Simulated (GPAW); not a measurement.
Crystal: Ta3AsAu2O13.

```
Ta As Au O
1.0
     5.24237    3.02668    4.14273
    -5.24237    3.02668    4.14273
     0.00000   -6.05337    4.14273
Ta As Au O
3 1 2 13
Direct
  0.23108 0.57229 0.23108
  0.23108 0.23108 0.57229
  0.57229 0.23108 0.23108
  0.55878 0.55878 0.55878
  0.96559 0.96559 0.96559
  0.75105 0.75105 0.75105
  0.40884 0.66762 0.40884
  0.40884 0.40884 0.66762
  0.66762 0.40884 0.40884
  0.49726 0.01313 0.36024
  0.36024 0.49726 0.01313
  0.01313 0.36024 0.49726
  0.36024 0.01313 0.49726
  0.01313 0.49726 0.36024
  0.49726 0.36024 0.01313
  0.10963 0.74806 0.10963
  0.10963 0.10963 0.74806
  0.74806 0.10963 0.10963
  0.30840 0.30840 0.30840
```

The cell was built by a generator and needn't be a form met in nature.

Base run:

```yaml
Program: GPAW 26.7.0
Functional: GLLB-SC
Potentials_or_basis: the program's PAW data sets (release 1.2.1) made for this functional
Cutoff: 800 eV
Basis: pw
k_mesh: 3 × 3 × 3
Occupations: fermi-dirac, width 0.05 eV
Spin: no spin polarisation
```

Its results: band gap on the k mesh with the derivative discontinuity 2.36 eV.

Problem. The run is repeated on the same cell with these changes: functional from GLLB-SC to LDA. What comes out?

Solution. Band gap on the k mesh 1.01 eV, indirect (least direct gap 1.06 eV).

Caveats: spin-orbit coupling is left out, which moves the levels of the heavy elements; the GLLB-SC gap is the Kohn-Sham gap of the path plus the derivative discontinuity (some runs); a model potential gives levels but no total energy (some runs); an odd mesh through Γ misses points on the zone boundary, where band edges often lie (some runs).

Not every run made on this cell is shown here.
